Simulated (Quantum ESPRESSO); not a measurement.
Here is a Quantum ESPRESSO 7.5 calculation.

pw.in

```
&CONTROL
  calculation = 'scf'
  prefix = 'pwscf'
  outdir = './tmp'
  pseudo_dir = './pseudo'
  tprnfor = .true.
  tstress = .true.
  disk_io = 'low'
/
&SYSTEM
  ibrav = 0
  nat = 3
  ntyp = 2
  ecutwfc = 45
  ecutrho = 360
  nbnd = 24
  occupations = 'smearing'
  smearing = 'gaussian'
  degauss = 0.00734986
  vdw_corr = 'grimme-d3'
  dftd3_version = 4
/
&ELECTRONS
  conv_thr = 6d-10
  electron_maxstep = 120
  mixing_beta = 0.5
/
ATOMIC_SPECIES
K     39.0983 k_pbe_v1.4.uspp.F.UPF
Zr    91.2240 zr_pbe_v1.uspp.F.UPF
CELL_PARAMETERS bohr
   0.0000000000    6.0711850280    6.0711850280
   6.0711850280    0.0000000000    6.0711850280
   6.0711850280    6.0711850280    0.0000000000
ATOMIC_POSITIONS bohr
K      0.0000000000    0.0000000000    0.0000000000
Zr     3.0355925140    3.0355925140    3.0355925140
Zr     9.1067775420    9.1067775420    9.1067775420
K_POINTS automatic
7 7 7 0 0 0
```

bands.in

```
&CONTROL
  calculation = 'bands'
  prefix = 'pwscf'
  outdir = './tmp'
  pseudo_dir = './pseudo'
  disk_io = 'low'
  verbosity = 'high'
/
&SYSTEM
  ibrav = 0
  nat = 3
  ntyp = 2
  ecutwfc = 45
  ecutrho = 360
  nbnd = 24
  occupations = 'smearing'
  smearing = 'gaussian'
  degauss = 0.00734986
  vdw_corr = 'grimme-d3'
  dftd3_version = 4
/
&ELECTRONS
  conv_thr = 1d-08
  electron_maxstep = 120
  mixing_beta = 0.5
  diago_full_acc = .true.
/
ATOMIC_SPECIES
K     39.0983 k_pbe_v1.4.uspp.F.UPF
Zr    91.2240 zr_pbe_v1.uspp.F.UPF
CELL_PARAMETERS bohr
   0.0000000000    6.0711850280    6.0711850280
   6.0711850280    0.0000000000    6.0711850280
   6.0711850280    6.0711850280    0.0000000000
ATOMIC_POSITIONS bohr
K      0.0000000000    0.0000000000    0.0000000000
Zr     3.0355925140    3.0355925140    3.0355925140
Zr     9.1067775420    9.1067775420    9.1067775420
K_POINTS crystal
60
 0.0000000000  0.0000000000  0.0000000000 1
 0.0625000000  0.0000000000  0.0625000000 1
 0.1250000000  0.0000000000  0.1250000000 1
 0.1875000000  0.0000000000  0.1875000000 1
 0.2500000000  0.0000000000  0.2500000000 1
 0.3125000000  0.0000000000  0.3125000000 1
 0.3750000000  0.0000000000  0.3750000000 1
 0.4375000000  0.0000000000  0.4375000000 1
 0.5000000000  0.0000000000  0.5000000000 1
 0.5000000000  0.0625000000  0.5625000000 1
 0.5000000000  0.1250000000  0.6250000000 1
 0.5000000000  0.1875000000  0.6875000000 1
 0.5000000000  0.2500000000  0.7500000000 1
 0.4375000000  0.3125000000  0.7500000000 1
 0.3750000000  0.3750000000  0.7500000000 1
 0.3375000000  0.3375000000  0.6750000000 1
 0.3000000000  0.3000000000  0.6000000000 1
 0.2625000000  0.2625000000  0.5250000000 1
 0.2250000000  0.2250000000  0.4500000000 1
 0.1875000000  0.1875000000  0.3750000000 1
 0.1500000000  0.1500000000  0.3000000000 1
 0.1125000000  0.1125000000  0.2250000000 1
 0.0750000000  0.0750000000  0.1500000000 1
 0.0375000000  0.0375000000  0.0750000000 1
 0.0000000000  0.0000000000  0.0000000000 1
 0.0625000000  0.0625000000  0.0625000000 1
 0.1250000000  0.1250000000  0.1250000000 1
 0.1875000000  0.1875000000  0.1875000000 1
 0.2500000000  0.2500000000  0.2500000000 1
 0.3125000000  0.3125000000  0.3125000000 1
 0.3750000000  0.3750000000  0.3750000000 1
 0.4375000000  0.4375000000  0.4375000000 1
 0.5000000000  0.5000000000  0.5000000000 1
 0.5250000000  0.4500000000  0.5250000000 1
 0.5500000000  0.4000000000  0.5500000000 1
 0.5750000000  0.3500000000  0.5750000000 1
 0.6000000000  0.3000000000  0.6000000000 1
 0.6250000000  0.2500000000  0.6250000000 1
 0.5833333333  0.2500000000  0.6666666667 1
 0.5416666667  0.2500000000  0.7083333333 1
 0.5000000000  0.2500000000  0.7500000000 1
 0.5000000000  0.2857142857  0.7142857143 1
 0.5000000000  0.3214285714  0.6785714286 1
 0.5000000000  0.3571428571  0.6428571429 1
 0.5000000000  0.3928571429  0.6071428571 1
 0.5000000000  0.4285714286  0.5714285714 1
 0.5000000000  0.4642857143  0.5357142857 1
 0.5000000000  0.5000000000  0.5000000000 1
 0.4821428571  0.4821428571  0.5357142857 1
 0.4642857143  0.4642857143  0.5714285714 1
 0.4464285714  0.4464285714  0.6071428571 1
 0.4285714286  0.4285714286  0.6428571429 1
 0.4107142857  0.4107142857  0.6785714286 1
 0.3928571429  0.3928571429  0.7142857143 1
 0.3750000000  0.3750000000  0.7500000000 1
 0.6250000000  0.2500000000  0.6250000000 1
 0.5937500000  0.1875000000  0.5937500000 1
 0.5625000000  0.1250000000  0.5625000000 1
 0.5312500000  0.0625000000  0.5312500000 1
 0.5000000000  0.0000000000  0.5000000000 1
```

Potentials or basis: GBRV 1.5 PBE.

Command:

```sh
$ OMP_NUM_THREADS=1 pw.x -in pw.in > pw.out
$ OMP_NUM_THREADS=1 pw.x -in bands.in > bands.out
```

Estimate the band gap on the k mesh.

none (metal or under the smearing width).

Predict the pressure.

12.6 GPa.

Levels at the corners of the path, in eV from the Fermi level:
| point | band 12 | band 13 | band 14 | band 15 | band 16 | band 17 | band 18 | band 19 | band 20 | band 21 |
| --- | --- | --- | --- | --- | --- | --- | --- | --- | --- | --- |
| Γ | -15.51 | -4.37 | -2.35 | -2.35 | -0.34 | -0.34 | -0.34 | 2.33 | 2.33 | 2.33 |
| X | -15.36 | -2.61 | -1.86 | -1.47 | -1.22 | 0.70 | 0.70 | 0.84 | 1.55 | 1.55 |
| W | -15.36 | -2.22 | -1.72 | -1.72 | -0.36 | 0.36 | 0.36 | 1.16 | 1.57 | 1.57 |
| K | -15.38 | -2.36 | -1.77 | -1.18 | -0.85 | 0.15 | 0.55 | 1.01 | 1.30 | 2.14 |
| Γ | -15.51 | -4.37 | -2.35 | -2.35 | -0.34 | -0.34 | -0.34 | 2.33 | 2.33 | 2.33 |
| L | -15.43 | -1.78 | -1.10 | -0.77 | -0.77 | 0.33 | 0.33 | 0.52 | 0.52 | 0.53 |
| U | -15.38 | -2.36 | -1.77 | -1.18 | -0.85 | 0.15 | 0.55 | 1.01 | 1.30 | 2.14 |
| W | -15.36 | -2.22 | -1.72 | -1.72 | -0.36 | 0.36 | 0.36 | 1.16 | 1.57 | 1.57 |
| L | -15.43 | -1.78 | -1.10 | -0.77 | -0.77 | 0.33 | 0.33 | 0.52 | 0.52 | 0.53 |
| K | -15.38 | -2.36 | -1.77 | -1.18 | -0.85 | 0.15 | 0.55 | 1.01 | 1.30 | 2.14 |
| U | -15.38 | -2.36 | -1.77 | -1.18 | -0.85 | 0.15 | 0.55 | 1.01 | 1.30 | 2.14 |
| X | -15.36 | -2.61 | -1.86 | -1.47 | -1.22 | 0.70 | 0.70 | 0.84 | 1.55 | 1.55 |

Caveat: pairwise dispersion overbinds metals, which lowers pressure and volume.
